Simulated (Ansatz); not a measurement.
# Fe2O3: the cost of one run

Method: DFT PBE+U, scalar-relativistic, plane waves, PAW, in Ansatz 0.2.0.

## Step 1: The system as given

It takes space group R-3c (No. 167, trigonal). The conventional cell has a = 5.038 Å, b = 5.038 Å, c = 13.772 Å, α = 90.00°, β = 90.00°, γ = 120.00°. Around Fe (site symmetry 3) lie 6 O at 1.95 to 2.12 Å. Around O (site symmetry 2) lie 4 Fe at 1.95 to 2.12 Å.

As a file:

```cif
data_structure
_symmetry_space_group_name_H-M 'R-3c:H'
_symmetry_Int_Tables_number 167
_cell_length_a 5.0380
_cell_length_b 5.0380
_cell_length_c 13.7720
_cell_angle_alpha 90.000
_cell_angle_beta 90.000
_cell_angle_gamma 120.000
_cell_volume 302.72
loop_
_atom_site_label
_atom_site_type_symbol
_atom_site_symmetry_multiplicity
_atom_site_Wyckoff_symbol
_atom_site_fract_x
_atom_site_fract_y
_atom_site_fract_z
_atom_site_occupancy
Fe1 Fe 12 c 0.66667 0.33333 0.18863 1
O1 O 18 e 0.63923 0.66667 0.41667 1
```

The structure rests on an entry of the Crystallography Open Database; cell or positions may have been set otherwise for this series.

## Step 2: Relaxing cell and atoms: Fe2O3, moments −+−+

File input.yaml:

```yaml
crystal:
  lattice:
    - [2.519, 1.4543453281, 4.5906666667]
    - [-2.519, 1.4543453281, 4.5906666667]
    - [0.0, -2.9086906562, 4.5906666667]
  atoms:
    - { symbol: Fe, position: [0.3553, 0.3553, 0.3553], spin: -4.0 }
    - { symbol: Fe, position: [0.1447, 0.1447, 0.1447], spin: 4.0 }
    - { symbol: Fe, position: [0.6447, 0.6447, 0.6447], spin: -4.0 }
    - { symbol: Fe, position: [0.8553, 0.8553, 0.8553], spin: 4.0 }
    - { symbol: O, position: [0.5559, 0.9441, 0.25] }
    - { symbol: O, position: [0.25, 0.5559, 0.9441] }
    - { symbol: O, position: [0.9441, 0.25, 0.5559] }
    - { symbol: O, position: [0.4441, 0.0559, 0.75] }
    - { symbol: O, position: [0.75, 0.4441, 0.0559] }
    - { symbol: O, position: [0.0559, 0.75, 0.4441] }
magnetization:
  spin_polarized: true
scf:
  occupations: { method: gaussian, width: 0.02 }
output:
  forces: true
  stress: true
  populations: true
  write_density: true
  write_potential: true
  elf: true
  volumetric_format: npy
hamiltonian:
  hubbard: { sites: [{ species: Fe, l: d, u_eff: 4.0 }] }
  xc: pbe
relax:
  f_tol: 0.004
  cell: { stress_tol: 0.03, p_target: 0.0 }
kpoints:
  mp_grid: { grid: [5, 5, 5] }
```

On the command line:

```sh
ansatz run input.yaml --threads 8 --pin off --max-ram 16384MiB --backend cpu --events-out ev --progress --plain --runs-dir out
```

**Question.** How long does this run take on 8 threads of Arm Neoverse N1, shared host, and how much memory does it need?

About 71 s, with a peak of 0.9 GiB.
